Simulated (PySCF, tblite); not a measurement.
**C5H3F2OS−: dynamics, then NMR shifts on frames**

How do NMR shifts of C5H3F2OS− (`FC(F)c1ccoc1[S-]`) change as the atoms move?

The runs use tblite 0.8.0 and PySCF 2.14.0, with density-fitted response routines of our own; the level of theory stands in each step. All values are computed, except where a source is named. Atoms count from 0, in the outputs and in this text.

**1. The starting structure**

12 atoms, charge -1, multiplicity 1; geometry from: GFN2-xTB.

Bonds of the start (Å): F0–C1 1.38, C1–F2 1.38, C1–C3 1.46, C3–C4 1.42, C4–C5 1.35, C5–O6 1.36, O6–C7 1.36, C7–S8 1.67, C7–C3 1.40, C1–H9 1.10, C4–H10 1.07, C5–H11 1.07.

**2. Dynamics with GFN2-xTB**

Job settings and geometry (Å):

```
{"job": {"kind": "md", "xc": "GFN2-xTB", "basis": "xTB", "temperature": 300, "steps": 2000, "every": 50, "frames": 5}, "charge": -1, "multiplicity": 1}
F     -2.207174    -0.580912     1.163020
C     -1.672364    -0.198778    -0.051621
F     -2.070713    -1.218771    -0.893213
C     -0.222368     0.001078    -0.017133
C      0.804485    -0.912404     0.334500
C      1.974092    -0.241205     0.203790
O      1.755329     1.039564    -0.208132
C      0.410795     1.199685    -0.347169
S     -0.249776     2.656197    -0.843584
H     -2.191465     0.716509    -0.369906
H      0.674755    -1.932387     0.642308
H      2.995602    -0.529262     0.361113
```

Level: GFN2-xTB Langevin dynamics, gas phase.

Run with:

```console
OMP_NUM_THREADS=1 python probes_run.py task.json out
```

One launch serves the whole session: the jobs run in the order shown.

Output:

```text
t/fs     T/K      E/eV
    0.0   261.5   -796.18246
   25.0   223.3   -795.88102
   50.0   193.3   -795.86161
   75.0   158.3   -795.84419
  100.0   174.0   -795.88195
  125.0   180.7   -795.89201
  150.0   242.1   -795.90115
  175.0   315.3   -795.92762
  200.0   246.2   -795.86021
  225.0   381.7   -795.90239
  250.0   354.0   -795.87096
  275.0   316.2   -795.78859
  300.0   308.8   -795.71019
  325.0   379.7   -795.71764
  350.0   472.2   -795.71285
  375.0   377.6   -795.66920
  400.0   237.0   -795.56854
  425.0   239.0   -795.58545
  450.0   387.5   -795.56538
  475.0   463.0   -795.62873
  500.0   505.5   -795.77857
  525.0   374.4   -795.64189
  550.0   362.3   -795.74615
  575.0   356.9   -795.80456
  600.0   295.9   -795.60382
  625.0   377.1   -795.71490
  650.0   392.2   -795.78696
  675.0   259.8   -795.62116
  700.0   346.8   -795.89083
  725.0   228.5   -795.78960
  750.0   217.8   -795.95132
  775.0   113.7   -795.93194
  800.0   157.6   -795.99933
  825.0   184.4   -795.93948
  850.0   221.8   -795.94997
  875.0   272.3   -795.96073
  900.0   191.7   -795.88872
  925.0   196.2   -795.82727
  950.0   190.8   -795.79168
  975.0   241.2   -795.92190
 1000.0   280.9   -796.00159
```

Wall time 13 s (1 thread of AMD EPYC 7B13, shared host); peak memory 0.18 GiB.

Distance from the start (root mean square after alignment): 0 fs 0.00 Å, 200 fs 0.07 Å, 400 fs 0.43 Å, 600 fs 0.16 Å, 800 fs 0.06 Å, 1000 fs 0.21 Å.

Positions (Å) and forces (eV/Å) at 1000 fs:

```xyz
12

F    -2.265   -0.632    2.008    0.056   -0.097    0.416
C    -1.905   -0.291    0.754    0.670   -0.163   -1.118
F    -2.690   -1.075   -0.060   -0.456   -0.422   -0.028
C    -0.479   -0.441    0.410    0.374   -1.059    0.767
C     0.437   -1.426    0.866    1.324    0.313   -0.278
C     1.685   -1.093    0.364   -1.700    0.474    0.228
O     1.570    0.067   -0.378   -0.062   -0.898   -0.098
C     0.253    0.395   -0.409    0.262    0.956    0.214
S    -0.273    1.772   -1.192   -0.070    0.267   -0.240
H    -2.188    0.723    0.529   -0.406    0.827    0.101
H     0.235   -2.240    1.534   -0.084   -0.110   -0.010
H     2.659   -1.519    0.449    0.092   -0.089    0.046
```

**3. Shielding tensors: 250 fs, PBE0/pcSseg-1**

Job settings and geometry (Å):

```
{"job": {"kind": "nmr", "xc": "PBE0", "basis": "pcSseg-1", "pop": false}, "charge": -1, "multiplicity": 1}
F     -2.632600    -0.178600     1.356600
C     -1.970500    -0.157300     0.135900
F     -2.430400    -1.281500    -0.559500
C     -0.509100    -0.053200     0.194200
C      0.353700    -1.056800     0.684900
C      1.560000    -0.435600     0.613400
O      1.483200     0.872900     0.157700
C      0.173500     1.102200    -0.051100
S     -0.275700     2.577300    -0.621400
H     -2.260400     0.712900    -0.450900
H      0.085100    -2.062400     0.904100
H      2.545900    -0.746400     0.773200
```

Method: GIAO PBE0/pcSseg-1 NMR shielding, non-relativistic, gas phase.

Output:

```text
coarse grid: 12176 points
cycle   1  E = -864.5677277465  dE =  1.713e+00  |g| = 8.068e-01  |ddm| = 3.631e+00
cycle   2  E = -864.4962203302  dE =  7.151e-02  |g| = 1.092e+00  |ddm| = 1.754e+00
cycle   3  E = -864.6950338355  dE = -1.988e-01  |g| = 1.238e-01  |ddm| = 9.572e-01
cycle   4  E = -864.6977574426  dE = -2.724e-03  |g| = 6.178e-02  |ddm| = 1.835e-01
cycle   5  E = -864.6984840039  dE = -7.266e-04  |g| = 2.243e-02  |ddm| = 7.436e-02
cycle   6  E = -864.6985940351  dE = -1.100e-04  |g| = 4.834e-03  |ddm| = 2.624e-02
cycle   7  E = -864.6985984099  dE = -4.375e-06  |g| = 1.873e-03  |ddm| = 6.405e-03
final grid: 118320 points
cycle   8  E = -864.7784691168  dE = -3.297e-05  |g| = 1.268e-02  |ddm| = 3.629e-02
cycle   9  E = -864.7784178484  dE =  5.127e-05  |g| = 2.022e-02  |ddm| = 3.317e-02
cycle  10  E = -864.7785014122  dE = -8.356e-05  |g| = 1.693e-03  |ddm| = 2.202e-02
cycle  11  E = -864.7785020202  dE = -6.080e-07  |g| = 5.761e-04  |ddm| = 2.227e-03
cycle  12  E = -864.7785021004  dE = -8.012e-08  |g| = 1.227e-04  |ddm| = 8.253e-04
cycle  13  E = -864.7785021034  dE = -3.066e-09  |g| = 4.818e-05  |ddm| = 1.892e-04
cycle  14  E = -864.7785021039  dE = -5.025e-10  |g| = 1.371e-05  |ddm| = 5.779e-05
converged SCF energy = -864.7785021039

GIAO shielding tensors (ppm)
atom      isotropic    diamagn.    paramagn.     s11        s22        s33       span
  0 F      295.721     472.806    -177.085    169.714    345.003    372.446    202.732
  1 C       58.584     237.195    -178.611     38.046     62.012     75.694     37.647
  2 F      312.631     474.395    -161.763    175.288    356.410    406.196    230.908
  3 C       80.958     264.293    -183.334     29.400     70.817    142.658    113.258
  4 C       73.681     251.637    -177.957    -24.128     77.320    167.850    191.978
  5 C       50.799     250.198    -199.399     -6.836     55.436    103.797    110.634
  6 O       14.436     400.217    -385.781   -116.031    -35.513    194.852    310.883
  7 C        7.100     251.837    -244.736    -80.012     23.214     78.100    158.113
  8 S      617.267    1057.983    -440.716    403.049    658.941    789.812    386.764
  9 H       24.418      28.232      -3.814     20.883     24.012     28.359      7.476
 10 H       25.209      32.819      -7.610     23.786     24.521     27.321      3.535
 11 H       25.896      32.306      -6.409     23.423     25.872     28.394      4.970
```

Run time: 23 s. Hardware: 1 thread of AMD EPYC 7B13, shared host; peak memory 0.78 GiB.

The references, computed at this level on geometries of the same kind, shield at (ppm): ¹H TMS 31.72, ¹³C TMS 186.9, ¹⁹F CFCl3 170.9, ¹⁷O H2O 336.1, ³³S CS2 504. Their shielding less the atom's gives the shift. The references are single molecules in the gas phase, so shifts against H2O, NH3, PH3, H3PO4 or CFCl3 are not on the usual liquid scales and can be off by tens of ppm. Each atom is listed at this fixed geometry, with no averaging over motion; a spectrum would average atoms that exchange fast.

```tsv
atoms	environment	σ (ppm)	δ (ppm)
C7	aromatic carbon bearing sulfur	7.1	179.8
C5	aromatic CH next to the ring oxygen	50.8	136.1
C1	sp3 CH bonded to 2 F, on an aromatic ring	58.6	128.3
C4	aromatic CH	73.7	113.2
C3	substituted aromatic carbon	81.0	106.0
H9	hydrogen on an sp3 CH bonded to 2 F, on an aromatic ring	24.42	7.30
H10	hydrogen on an aromatic CH	25.21	6.51
H11	hydrogen on an aromatic CH next to the ring oxygen	25.90	5.82
F0	fluorine of a CF2 group	295.7	-124.8
F2	fluorine of a CF2 group	312.6	-141.7
O6	aromatic ring oxygen	14.4	321.6
S8	sulfur bonded to C	617	-114
```

Ring of atoms C3, C4, C5, O6, C7: NICS(0) -9.1, NICS(1) -7.8, NICS(1)zz -17.7 ppm (means of both faces).

Orbitals, density, ELF and potential are computed afterwards from the orbital file.

Frontier orbitals at PBE0/pcSseg-1, with the share of their density that lies nearest to each atom:

```tsv
orbital	energy (eV)	lies on
HOMO	-0.60	S8 53 %; C3 17 %; C5 13 %
LUMO	4.64	C5 25 %; C4 19 %; C7 15 %
```

ELF in a plane through or near 10 of the atoms.

Values, 10 rows by 14 columns:
```
0.00 0.00 0.00 0.00 0.00 0.00 0.00 0.00 0.00 0.00 0.00 0.00 0.00 0.00
0.00 0.00 0.00 0.00 0.00 0.37 0.67 0.57 0.25 0.06 0.00 0.00 0.00 0.00
0.00 0.00 0.00 0.00 0.01 0.52 0.84 0.54 0.89 0.70 0.10 0.00 0.00 0.00
0.00 0.00 0.00 0.21 0.69 0.19 0.75 0.66 0.79 0.13 0.02 0.00 0.00 0.00
0.00 0.00 0.00 0.07 0.73 0.52 0.28 0.82 0.10 0.99 0.98 0.09 0.00 0.00
0.00 0.01 0.92 1.00 0.39 0.46 0.69 0.21 0.93 0.10 0.19 0.00 0.00 0.00
0.00 0.00 0.40 0.84 0.15 0.52 0.68 0.42 0.02 0.19 0.14 0.01 0.00 0.00
0.00 0.00 0.00 0.00 0.01 0.68 0.99 0.91 0.00 0.01 0.01 0.00 0.00 0.00
0.00 0.00 0.00 0.00 0.00 0.00 0.05 0.01 0.00 0.00 0.00 0.00 0.00 0.00
0.00 0.00 0.00 0.00 0.00 0.00 0.00 0.00 0.00 0.00 0.00 0.00 0.00 0.00
```
The map spans 11.1 Å across and 10.7 Å up, centred on the molecule. Atoms in the plane (x, y in Å): C1 (1.6, -0.2), C3 (0.2, 0.0), C4 (-0.8, -1.0), C5 (-1.9, -0.3), O6 (-1.7, 1.1), C7 (-0.4, 1.2), S8 (0.2, 2.8), H9 (2.0, 0.8), H10 (-0.6, -2.1), H11 (-2.9, -0.6).

log10 of the density (e/Å³) in the same plane.

Values, 10 rows by 14 columns:
```
-4.0 -4.0 -4.0 -4.0 -4.0 -3.7 -3.0 -2.9 -3.3 -4.0 -4.0 -4.0 -4.0 -4.0
-4.0 -4.0 -4.0 -4.0 -3.0 -2.0 -1.2 -1.1 -1.4 -2.2 -3.2 -4.0 -4.0 -4.0
-4.0 -4.0 -4.0 -3.6 -2.2 -1.2 -0.1  1.6 -0.1 -1.3 -2.3 -3.8 -4.0 -4.0
-4.0 -4.0 -3.8 -1.8 -0.7 -0.6  0.0  0.1 -0.4 -1.3 -2.0 -3.1 -4.0 -4.0
-4.0 -3.7 -2.7 -1.3  0.4  0.8  0.3  0.2 -0.7  0.0 -0.7 -2.2 -3.7 -4.0
-4.0 -2.9 -1.5  0.0  0.8  0.3  0.1  0.5  0.3  0.6 -0.6 -2.1 -3.7 -4.0
-4.0 -3.3 -2.1 -1.1 -0.9 -0.3  0.3 -0.5 -1.3 -0.6 -0.9 -2.1 -4.0 -4.0
-4.0 -4.0 -3.8 -3.2 -2.4 -1.4 -0.6 -1.3 -2.6 -2.4 -2.6 -3.9 -4.0 -4.0
-4.0 -4.0 -4.0 -4.0 -3.7 -2.9 -2.6 -2.9 -3.8 -4.0 -4.0 -4.0 -4.0 -4.0
-4.0 -4.0 -4.0 -4.0 -4.0 -4.0 -4.0 -4.0 -4.0 -4.0 -4.0 -4.0 -4.0 -4.0
```
The map spans 11.1 Å across and 10.7 Å up, centred on the molecule. Atoms in the plane (x, y in Å): C1 (1.6, -0.2), C3 (0.2, 0.0), C4 (-0.8, -1.0), C5 (-1.9, -0.3), O6 (-1.7, 1.1), C7 (-0.4, 1.2), S8 (0.2, 2.8), H9 (2.0, 0.8), H10 (-0.6, -2.1), H11 (-2.9, -0.6).

On the surface of density 0.002 e/bohr³ the electrostatic potential runs, from the 1st to the 99th percentile, from -5.50 V near S8 to -2.16 V near H11.

**4. Nuclear shieldings: 425 fs, PBE0/pcSseg-1**

Job settings and geometry (Å):

```
{"job": {"kind": "nmr", "xc": "PBE0", "basis": "pcSseg-1", "pop": false}, "charge": -1, "multiplicity": 1}
F     -2.678600     0.176000     1.595300
C     -2.031000    -0.307100     0.456500
F     -2.493800    -1.649700     0.398600
C     -0.563600    -0.183700     0.321300
C      0.332600    -1.145000     0.639800
C      1.517300    -0.684000     0.211500
O      1.402500     0.579300    -0.242900
C      0.109900     0.990000    -0.114400
S     -0.430900     2.507600    -0.442000
H     -2.509500     0.166800    -0.473800
H     -0.015300    -2.048600     1.121100
H      2.567600    -0.960200     0.259000
```

Method: GIAO PBE0/pcSseg-1 NMR shielding, non-relativistic, gas phase.

Output:

```text
coarse grid: 12176 points
cycle   1  E = -864.5488991716  dE =  1.678e+00  |g| = 8.380e-01  |ddm| = 3.607e+00
cycle   2  E = -864.4594478122  dE =  8.945e-02  |g| = 1.168e+00  |ddm| = 1.715e+00
cycle   3  E = -864.6856099435  dE = -2.262e-01  |g| = 1.263e-01  |ddm| = 9.589e-01
cycle   4  E = -864.6886097271  dE = -3.000e-03  |g| = 6.214e-02  |ddm| = 2.081e-01
cycle   5  E = -864.6893858325  dE = -7.761e-04  |g| = 2.230e-02  |ddm| = 7.863e-02
cycle   6  E = -864.6894956964  dE = -1.099e-04  |g| = 4.940e-03  |ddm| = 2.516e-02
cycle   7  E = -864.6894994730  dE = -3.777e-06  |g| = 2.329e-03  |ddm| = 6.223e-03
final grid: 118320 points
cycle   8  E = -864.7686759151  dE = -2.770e-05  |g| = 1.251e-02  |ddm| = 3.569e-02
cycle   9  E = -864.7686222546  dE =  5.366e-05  |g| = 2.009e-02  |ddm| = 3.484e-02
cycle  10  E = -864.7687086478  dE = -8.639e-05  |g| = 1.441e-03  |ddm| = 2.331e-02
cycle  11  E = -864.7687090875  dE = -4.398e-07  |g| = 5.502e-04  |ddm| = 2.039e-03
cycle  12  E = -864.7687091613  dE = -7.382e-08  |g| = 1.413e-04  |ddm| = 7.342e-04
cycle  13  E = -864.7687091654  dE = -4.027e-09  |g| = 5.687e-05  |ddm| = 2.111e-04
cycle  14  E = -864.7687091660  dE = -6.180e-10  |g| = 1.135e-05  |ddm| = 5.684e-05
converged SCF energy = -864.7687091660

GIAO shielding tensors (ppm)
atom      isotropic    diamagn.    paramagn.     s11        s22        s33       span
  0 F      274.216     471.907    -197.692    156.583    325.435    340.628    184.045
  1 C       53.584     235.399    -181.815     30.323     56.997     73.432     43.109
  2 F      305.674     474.283    -168.609    160.119    363.149    393.754    233.635
  3 C       73.435     265.697    -192.261     10.250     74.637    135.419    125.169
  4 C       80.493     251.817    -171.324     -2.252     74.981    168.749    171.001
  5 C       64.979     250.892    -185.913     22.188     65.274    107.474     85.285
  6 O        7.814     399.305    -391.491   -167.958    -23.454    214.854    382.812
  7 C        0.340     252.089    -251.749    -89.510     16.822     73.708    163.218
  8 S      556.820    1057.634    -500.814    354.798    496.193    819.469    464.671
  9 H       23.824      26.530      -2.705     21.214     24.261     25.999      4.786
 10 H       25.310      32.384      -7.074     22.885     25.150     27.895      5.010
 11 H       25.338      30.889      -5.552     22.005     24.792     29.216      7.211
```

Run time: 17 s. Hardware: 1 thread of AMD EPYC 7B13, shared host; peak memory 0.8 GiB.

In short: δ C7 186.6, C1 133.3, C5 121.9, C3 113.5, H9 7.89, H10 6.41 ppm.

[end of part 1 of 2]
